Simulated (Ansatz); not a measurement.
# SmAl2Se: the cost of one run

Program: Ansatz 0.2.0. Level of theory: DFT PBE, scalar-relativistic, plane waves, PAW; 4f electrons in the core of a trivalent norm-conserving potential. These are calculated values, not measurements.

## Step 1: The structure to begin with

The structure is hexagonal, space group P-6m2 (No. 187). Conventional cell: a = 4.422 Å, b = 4.422 Å, c = 5.795 Å, α = 90.00°, β = 90.00°, γ = 120.00°. Sm (site symmetry -6m2) has 2 Al at 2.02 Å in its first shell of neighbours. Al (site symmetry 3m) has 1 Al at 1.76 Å and 1 Sm at 2.02 Å and 3 Se at 2.70 Å in its first shell of neighbours. Se (site symmetry -6m2) is surrounded by 6 Al at 2.70 Å.

Structure file:

```xyz
4
Lattice="4.4220 0.0000 0.0000 -2.2110 3.8296 0.0000 0.0000 0.0000 5.7947" Properties=species:S:1:pos:R:3 pbc="T T T"
Sm    2.2110    1.2765    2.8973
Al    2.2110    1.2765    4.9125
Al    2.2110    1.2765    0.8821
Se    0.0000    0.0000    0.0000
```

The cell is invented: random cell by space group and Wyckoff sites (P-6m2, No. 187). The dimensions are guesses.

## Step 2: A first look at the guess

input.yaml

```yaml
crystal:
  lattice:
    - [4.42201559, 0.0, 0.0]
    - [-2.2110078, 3.82957784, 0.0]
    - [0.0, 0.0, 5.79465265]
  atoms:
    - { symbol: Sm, position: [0.66666667, 0.33333333, 0.5] }
    - { symbol: Al, position: [0.66666667, 0.33333333, 0.84776904] }
    - { symbol: Al, position: [0.66666667, 0.33333333, 0.15223096] }
    - { symbol: Se, position: [0.0, 0.0, 0.0] }
basis:
  ecutwfc: 690
kpoints:
  mp_grid: { grid: [6, 6, 4] }
hamiltonian:
  xc: pbe
  pseudopotentials:
    kind: paw
    azcp: { Sm: "pseudopotentials/pbe/nc/lanthanide_3plus/Sm.nc.azcp" }
scf:
  occupations: { method: gaussian, width: 0.1 }
  lower_state_search: "off"
output:
  forces: true
  stress: true
  eigenvalues: true
```

On the command line:

```
$ ansatz run input.yaml --threads 1 --pin off --max-ram 2560MiB --backend cpu --events-out ev --progress --plain --runs-dir out
```

What time and memory should one allow on 1 thread of Arm Neoverse V2, shared host?

About 7.9 s, with a peak of 0.37 GiB.
